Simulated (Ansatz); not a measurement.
# Nb (diamond type): how the settings move a single-point run

Aim: see which settings change the result for Nb (diamond type), by how much, and at what cost.

Computed with Ansatz 0.2.0 (reference: DFT, PBEsol, PAW with other files of Ansatz's library (level accurate), scalar-relativistic, unless a step's input says otherwise).

## (1) Starting point

Symmetry: R-3m, No. 166, trigonal system. The conventional cell has a = 4.002 Å, b = 4.002 Å, c = 9.802 Å, α = 90.00°, β = 90.00°, γ = 120.00°. Nb (site symmetry 3m) is surrounded by 1 Nb at 1.42 Å.

As a file:

```xyz
2
Lattice="0.0000 2.8297 2.8297 2.8297 0.0000 2.8297 2.8297 2.8297 0.0000" Properties=species:S:1:pos:R:3 pbc="T T T"
Nb   -0.4103   -1.0045   -1.0045
Nb    0.4103    1.0045    1.0045
```

## (2) The reference run

The input, input.yaml:

```yaml
crystal:
  lattice:
    - [0.0, 2.8296800281, 2.8296800281]
    - [2.8296800281, 0.0, 2.8296800281]
    - [2.8296800281, 2.8296800281, 0.0]
  atoms:
    - { symbol: Nb, position: [-0.2825, -0.0725, -0.0725] }
    - { symbol: Nb, position: [0.2825, 0.0725, 0.0725] }
kpoints:
  mp_grid: { grid: [9, 9, 9] }
scf:
  occupations: { method: fermi_dirac, width: 0.05 }
hamiltonian:
  xc: pbesol
  pseudopotentials: { kind: paw, level: accurate }
output:
  forces: true
  stress: true
  eigenvalues: true
```

Run with:

```bash
> ansatz run input.yaml --threads 1 --pin off --max-ram 2048MiB --backend cpu --events-out ev --progress --plain --runs-dir out
```

## (3) Changing settings: mp_grid.grid [6, 6, 6], n_extra_bands 2

Changes to input.yaml since step 2:

```diff
@@ -9,5 +9,6 @@
 kpoints:
-  mp_grid: { grid: [9, 9, 9] }
+  mp_grid: { grid: [6, 6, 6] }
 scf:
   occupations: { method: fermi_dirac, width: 0.05 }
+  n_extra_bands: 2
 hamiltonian:
@@ -19 +20,5 @@
   eigenvalues: true
+  write_density: true
+  write_potential: true
+  elf: true
+  volumetric_format: npy
```

Q: Predict the outcome of this session. Wanted: for each run, ending; energy change; pressure; gap; force.

As calculated:

```tsv
run	ending	energy change	pressure (GPa)	gap (eV)	force (eV/Å)	cycles	time
reference	converged	0	212.7	0.00	124.68	8	12 s
1: mp_grid.grid [6, 6, 6], n_extra_bands 2	converged	+0.1 meV/atom	212.9	0.00	124.78	8	5.8 s
```

Times don't compare one to one where runs were asked for different outputs or read a saved state (see the inputs); cycles may leave out searches for a lower state.

Residual by cycle in the longest SCF loop of each run; runs are numbered as in the table. The quantity is the density residual dr2, in eV.

```tsv
cycle	reference	run 1
1	19.9	19.9
2	1.36	4.83
3	0.105	0.136
4	0.00387	0.0101
5	4.7e-4	9.2e-4
6	1.6e-5	8.5e-6
7	1.2e-6	1.9e-6
8	4.4e-8	2.5e-8
```

What this shows: Changing the k-point mesh and band count moves the energy by +0.1 meV/atom, and the largest force goes from 124.68 to 124.78 eV/Å. The energy is not variational in the mesh, so the sign tells nothing. The structure is not at rest: the sound run finds 213 GPa, so these are no properties of the relaxed crystal. 
